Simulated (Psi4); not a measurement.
# GeH2O2 (SMILES [OH][Ge][OH]): wB97X/def2-SVPD

Aim: the vertical singlet–triplet gap of GeH2O2 at wB97X/def2-SVPD, from 2 runs. 

The results are computed with Psi4 1.11.

## 1. The structure to begin with

GeH2O2: 5 atoms, total charge 0, spin state singlet. As SMILES, `[OH][Ge][OH]`. The shape is that of a PBE0-D4/def2-TZVP optimisation. This is one conformer, not always the lowest.

Bond lengths: O1–Ge2 1.790 Å, Ge2–O3 1.790 Å, O1–H4 0.961 Å, O3–H5 0.961 Å. Angles: O1–Ge2–O3 102.4°, Ge2–O1–H4 118.8°, Ge2–O3–H5 118.8°.

## 2. Energy and forces at wB97X/def2-SVPD

File calc.dat:

```
memory 1.6 GB

molecule molecule1 {
  0 1
  O
  Ge 1 1.789818
  O 2 1.789862 1 102.36801
  H 1 0.961324 2 118.76235 3 0.08568
  H 3 0.961335 2 118.76472 1 -0.08234
  symmetry c1
}

set globals {
  basis def2-SVPD
  puream true
  e_convergence 1e-09
  d_convergence 1e-08
  scf_type pk
  dft_radial_points 99
  dft_spherical_points 590
}

energy_value = gradient('wb97x')
```

Command:

```sh
$ psi4 -n 1 calc.dat calc.out
```

calc.out, shortened:

```text
[...]
  Running in c1 symmetry.
[...]
  Nuclear repulsion =  189.662088137961092
[...]
  Multiplicity = 1
[...]
  Nalpha       = 25
  Nbeta        = 25
[...]
    Number of basis functions: 100
[...]
   @RKS iter   1: -2227.15352273908184   -2.93681e+00   2.34829e-02 DIIS/ADIIS
[...]
   @RKS iter  11: -2228.34722481573635   -1.63709e-11   8.80427e-09 DIIS
[...]
    Orbital Energies [Eh]
    ---------------------
    Doubly Occupied:
       1A   -398.538248     2A    -49.810123     3A    -44.347417
       4A    -44.345749     5A    -44.344481     6A    -19.217143
       7A    -19.217109     8A     -6.339730     9A     -4.520276
      10A     -4.516063    11A     -4.511050    12A     -1.351735
      13A     -1.349691    14A     -1.348067    15A     -1.343957
      16A     -1.340412    17A     -1.118284    18A     -1.089177
      19A     -0.682519    20A     -0.617828    21A     -0.524466
      22A     -0.468816    23A     -0.437794    24A     -0.432461
      25A     -0.380526
[...]
  @RKS Final Energy: -2228.34722481573635
   => Energetics <=
    Nuclear Repulsion Energy =            189.6620881379610921
    One-Electron Energy =               -3480.4833855095698709
    Two-Electron Energy =                1137.7115348719312351
    DFT Exchange-Correlation Energy =     -75.2374623160586253
    Empirical Dispersion Energy =           0.0000000000000000
    VV10 Nonlocal Energy =                  0.0000000000000000
    Total Energy =                      -2228.3472248157358990
[...]
 Multipole Moments:
 ------------------------------------------------------------------------------------
     Multipole            Electronic (a.u.)      Nuclear  (a.u.)        Total (a.u.)
 ------------------------------------------------------------------------------------
 L = 1.  Multiply by 2.5417464519 to convert [e a0] to [Debye]
 Dipole X            :          0.0008621           -0.0024896           -0.0016274
 Dipole Y            :          4.7534116           -5.1962813           -0.4428697
 Dipole Z            :          3.8237982           -4.1801649           -0.3563667
 Magnitude           :                                                    0.5684483
[...]
  -Total Gradient:
     Atom            X                  Y                   Z
    ------   -----------------  -----------------  -----------------
       1        0.000027758313     0.002631689436     0.003528440581
       2       -0.000027034897    -0.009415927818    -0.007593725991
       3        0.000027416179     0.004000429975     0.001825430865
       4       -0.000014251239    -0.000004557989     0.002518873517
       5       -0.000013936831     0.002449796834    -0.000551517825
[...]
```

Wall time 19 s (1 thread of Intel Xeon 6975P-C (Granite Rapids), shared host); peak memory 0.87 GiB.

## 3. The triplet: a single-point energy at U-wB97X/def2-SVPD

File input.json:

```json
{
 "schema_name": "qcschema_input",
 "schema_version": 1,
 "molecule": {
  "schema_name": "qcschema_molecule",
  "schema_version": 2,
  "symbols": ["O", "Ge", "O", "H", "H"],
  "geometry": [-2.53412273, -0.18802775, -0.71318264, -0.59790935, -1.69281666, 1.61628275, 2.42243992, -0.26890803, 1.07752184, -1.77804331, 1.04086115, -1.81697167, 2.58212178, 0.96980745, -0.24169597],
  "molecular_charge": 0,
  "molecular_multiplicity": 3,
  "fix_symmetry": "c1",
  "fix_com": true,
  "fix_orientation": true
 },
 "driver": "energy",
 "model": {
  "method": "wb97x",
  "basis": "def2-SVPD"
 },
 "keywords": {
  "reference": "uks",
  "puream": true,
  "e_convergence": 1e-09,
  "d_convergence": 1e-08,
  "scf_type": "pk",
  "dft_radial_points": 99,
  "dft_spherical_points": 590,
  "maxiter": 200,
  "scf_properties": ["WIBERG_LOWDIN_INDICES", "QUADRUPOLE", "MAYER_INDICES"]
 }
}
```

Command:

```sh
$ psi4 --qcschema input.json -n 1 --memory 1600MB
```

stdout, shortened:

```text
[...]
  Running in c1 symmetry.
[...]
  Nuclear repulsion =  189.662083848002680
[...]
  Multiplicity = 3
[...]
  Nalpha       = 26
  Nbeta        = 24
[...]
    Number of basis functions: 100
[...]
   @UKS iter   1: -2227.01743208968446   -2.80072e+00   2.33122e-02 ADIIS/DIIS
[...]
   @UKS iter  14: -2228.19681763195786   -1.22782e-11   9.76012e-09 DIIS
[...]
   @S^2 Observed:                2.003076095E+00
[...]
  @UKS Final Energy: -2228.19681763195786
   => Energetics <=
    Nuclear Repulsion Energy =            189.6620838480026805
    One-Electron Energy =               -3479.6373316081908342
    Two-Electron Energy =                1136.9961492634627120
    DFT Exchange-Correlation Energy =     -75.2177191352325849
    Empirical Dispersion Energy =           0.0000000000000000
    VV10 Nonlocal Energy =                  0.0000000000000000
    Total Energy =                      -2228.1968176319583108
[...]
 Multipole Moments:
 ------------------------------------------------------------------------------------
     Multipole            Electronic (a.u.)      Nuclear  (a.u.)        Total (a.u.)
 ------------------------------------------------------------------------------------
 L = 1.  Multiply by 2.5417464519 to convert [e a0] to [Debye]
 Dipole X            :         19.3173782          -19.2224832            0.0948950
 Dipole Y            :         56.0699513          -55.8149508            0.2550005
 Dipole Z            :        -52.8283435           52.5770940           -0.2512495
 Magnitude           :                                                    0.3703467
 L = 2.  Multiply by 1.3450342976 to convert [e a0^2] to [Debye ang]
 Quadrupole XX       :       -144.6859222          119.5885952          -25.0973270
 Quadrupole XY       :        -30.3798755           31.6428686            1.2629931
[...]
```

The result, in JSON:

```text
{
 "driver": "energy",
 "model": {
  "method": "wb97x",
  "basis": "def2-SVPD"
 },
 "success": true,
 "return_result": -2228.196817631958,
 "properties": {
  "calcinfo_nbasis": 100,
  "calcinfo_nmo": 100,
  "calcinfo_nalpha": 26,
  "calcinfo_nbeta": 24,
  "calcinfo_natom": 5,
  "nuclear_repulsion_energy": 189.66208384800268,
  "return_energy": -2228.196817631958,
  "scf_one_electron_energy": -3479.637331608191,
  "scf_two_electron_energy": 1136.9961492634627,
  "scf_xc_energy": -75.21771913523258,
  "scf_dipole_moment": [0.09489503059376148, 0.25500054138468187, -0.2512495102223795],
  "scf_total_energy": -2228.196817631958,
  "scf_iterations": 14
 }
}
```

Wall time 19 s (1 thread of Intel Xeon 6975P-C (Granite Rapids), shared host); peak memory 0.87 GiB.

## 4. Outcome

Level: wB97X/def2-SVPD.

```
                                        quantity           value
                           singlet: total energy  -2228.34722 Eh
                          singlet: dipole moment          1.44 D
                            singlet: HOMO energy       -10.35 eV
                            singlet: LUMO energy         0.42 eV
                          singlet: HOMO–LUMO gap        10.77 eV
               singlet: largest force on an atom      0.622 eV/Å
                           triplet: total energy  -2228.19682 Eh
                          triplet: dipole moment          0.94 D
     triplet: HOMO energy (highest over α and β)        -6.56 eV
      triplet: LUMO energy (lowest over α and β)        -4.15 eV
                                   triplet: ⟨S²⟩           2.003
vertical energy of the triplet above the singlet        4.093 eV
```

What this shows: At this shape the triplet lies 4.09 eV (395 kJ/mol) above the singlet. The largest force (singlet) is 0.62 eV/Å: the shape isn't a stationary point for this species at this level.
